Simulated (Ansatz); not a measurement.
# Cu, space group P-3m1: a comparison of functionals at one structure

With the Ansatz DFT code, driven from Python.

Typed at the interpreter:
```pycon
>>> import ansatz as az
>>> SETTINGS = {
...     "kgrid": (10, 10, 1),
...     "filling": "Fermi-Dirac",
...     "smearing_width": 0.15,
... }
>>> cu = (
...     az.Lattice.of([2.50365822, 0.0, 0.0], [-1.25182911, 2.16823162, 0.0], [0.0, 0.0, 24.57558927])
...     .atom("Cu", [0.0, 0.0, 0.37376445])
...     .atom("Cu", [2 / 3, 1 / 3, 0.28961442])
...     .atom("Cu", [1 / 3, 2 / 3, 0.45799086])
...     .atom("Cu", [0.0, 0.0, 0.62623555])
...     .atom("Cu", [2 / 3, 1 / 3, 0.54200914])
...     .atom("Cu", [1 / 3, 2 / 3, 0.71038558])
... )
>>> job = (
...     cu.calculation()
...     .kpoints(*SETTINGS["kgrid"])
...     .occupations(SETTINGS["filling"], width=SETTINGS["smearing_width"])
...     .stress()  # positive in compression
... )
>>> rows = []
>>> for value in ["blyp", "pbesol", "lda"]:
...     summary = job.functional(value).run().report
...     rows.append((value, summary["free_energy_ev"] / len(summary["lattice"]["sites"]), summary["n_iterations"], sum(summary["stress_gpa"][i][i] for i in range(3)) / 3, summary["n_kpoints"]))
...
DeckWarning: basis.ecutwfc = 420 eV, auto-derived from the records' recommended cutoffs: set by Cu (normal level)
>>> print("  functional   F/atom (eV)    iterations       P (GPa)      k-points")
  functional   F/atom (eV)    iterations       P (GPa)      k-points
>>> for row in rows:
...     print(f"{str(row[0]):>12s}  {row[1]:12.5f}  {row[2]:12d}  {row[3]:12.3f}  {row[4]:12d}")
...
        blyp   -6634.03215            10         7.780            14
      pbesol   -6588.59083            10        -0.630            14
         lda   -6555.51297             9        -3.828            14
```

From lowest to highest: LDA (-3.8 GPa), PBEsol (-0.6 GPa) and BLYP (7.8 GPa). At a fixed cell a lower pressure usually means a smaller equilibrium volume, so LDA prefers the smallest cell and BLYP the largest.

Reading the output:
- The cell holds layers, chains or clusters in vacuum, no bulk phase; its stress is averaged over the vacuum too and scales with the cell's height.
- BLYP can be off by several per cent in the lattices of metals, and by several GPa in the pressure at a fixed cell.
- For a metal this k-point mesh is coarse: on a finer one energies can move by several to tens of meV an atom and pressures by half a GPa or more, differences at one mesh by less.
- The smearing is wide enough that free energy and stress hold a thermal part of the electrons.
- Pressure is positive in compression.
- This isn't the structure that Cu takes at ambient conditions.
- Warnings are shown shortened and without file and line.
- Total energies of different functionals can't be compared; pressures, moments and gaps at this one structure can.
- Hardware and time: 28 s on 1 thread of Arm Neoverse V1 (shared host), peak memory 0.47 GiB.
